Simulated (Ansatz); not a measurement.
# Sn: the cost of one run

Computed with Ansatz 0.2.0 through its Python package. Level of theory: DFT PBEsol, plane waves, PAW.

## Step 1: The structure

It takes space group Immm (No. 71, orthorhombic). The conventional cell has a = 3.453 Å, b = 3.551 Å, c = 4.677 Å, α = 90.00°, β = 90.00°, γ = 90.00°. Around Sn (site symmetry mmm) lie 12 Sn at 3.41 to 3.55 Å.

No structure file is read: the coordinates are typed or built in the script.

## Step 2: The code

The input, kconv.py:

```python
import ansatz as az
from tabulate import tabulate

structure = (
    az.Lattice.from_parameters(3.453078, 3.551094, 4.676684, alpha=90, beta=90, gamma=90)
    .space_group(71, hermann_mauguin="Immm")
    .atom("Sn", (0.0, 0.0, 0.0))
    .primitive()
)

model = (
    structure.calculation()
    .functional(az.Functional.PBESOL)
    .basis(420)
    .occupations("Fermi-Dirac", width=0.1)
    .stress()
)

rows = []
for value in [(3, 3, 3), (4, 4, 4), (6, 6, 6), (7, 7, 7), (9, 9, 9), (11, 11, 11)]:
    summary = model.kpoints(*value).run().report
    rows.append((value, summary["free_energy_ev"] / len(summary["lattice"]["sites"]), summary["n_iterations"], sum(summary["stress_gpa"][i][i] for i in range(3)) / 3, summary["n_kpoints"]))

print(tabulate(rows, headers=["mesh", "F/atom (eV)", "iterations", "P (GPa)", "k-points"], floatfmt=".4f", tablefmt="grid"))

for row in rows[:-1]:
    shift = 1000 * (row[1] - rows[-1][1])
    print(f"{row[0]}: {shift:+.2f} meV/atom" + ("  (within 5 meV)" if abs(shift) < 5 else ""))
```

## Step 3: What the engine is handed

The engine receives this input (first run):

```yaml
crystal:
  lattice:
    a: 3.453078
    b: 3.551094
    c: 4.676684
    alpha: 90.0
    beta: 90.0
    gamma: 90.0
  space_group: 71
  setting:
    hermann_mauguin: Immm
  atoms:
    - { symbol: Sn, position: [0.0, 0.0, 0.0] }
  reduce_to_primitive: true
basis:
  ecutwfc: 420.0
kpoints:
  mp_grid:
    grid: [3, 3, 3]
hamiltonian:
  xc: pbesol
scf:
  occupations:
    method: fermi_dirac
    width: 0.1
output:
  stress: true
```

## Step 4: Launch

On the command line:

```sh
$ python kconv.py
```

Q: Estimate wall time and peak memory on 1 thread of Arm Neoverse V1, shared host.

About 9.4 s, with a peak of 0.4 GiB.
